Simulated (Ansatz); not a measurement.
Sn3Te:

```
Te Sn
1.0
     4.86562    0.00000    0.00000
     0.00000    4.86562    0.00000
     0.00000    0.00000    4.86562
Te Sn
1 3
Direct
  0.00000 0.00000 0.00000
  0.00000 0.50000 0.50000
  0.50000 0.00000 0.50000
  0.50000 0.50000 0.00000
```

The cell comes from a database or a generator and needn't be the stable form of this composition.

```yaml
Program: Ansatz 0.2.0
Task: single point
Functional: PBEsol
Potentials_or_basis: Ansatz PAW
Cutoff: "420 eV (not typed: the program's choice for these potentials)"
k_mesh: 6 × 6 × 6
Occupations: fermi-dirac, width 0.05 eV
Spin: no spin polarisation
```

On this cell: pressure -2.4 GPa; largest force zero by symmetry; band gap on the k mesh none (metal or under the smearing width).

The same run follows on a disturbed copy (atoms moved at random, drawn with an rms of 0.05 Å):

```
CELL_PARAMETERS angstrom
4.86562 0.00000 0.00000
0.00000 4.86562 0.00000
0.00000 0.00000 4.86562
ATOMIC_POSITIONS crystal
Te 0.00673 0.98858 0.99664
Sn 0.99890 0.50418 0.49890
Sn 0.50157 0.00640 0.49978
Sn 0.48993 0.50469 0.99880
```

Task: What changes?

Result: The energy (extrapolated to zero smearing) moves by +0.3 meV/atom; pressure -2.3 GPa; largest force 0.092 eV/Å; band gap on the k mesh none (metal or under the smearing width).

Forces in eV/Å, atoms in the order of the input:
```
Te  -0.042  0.035  0.009
Sn  -0.040 -0.050 -0.011
Sn   0.067  0.063 -0.007
Sn   0.015 -0.047  0.009
```

Caveats: the PAW data sets come from PBE, with cores solved anew for the run's functional, which leaves a small shift of forces and pressure.
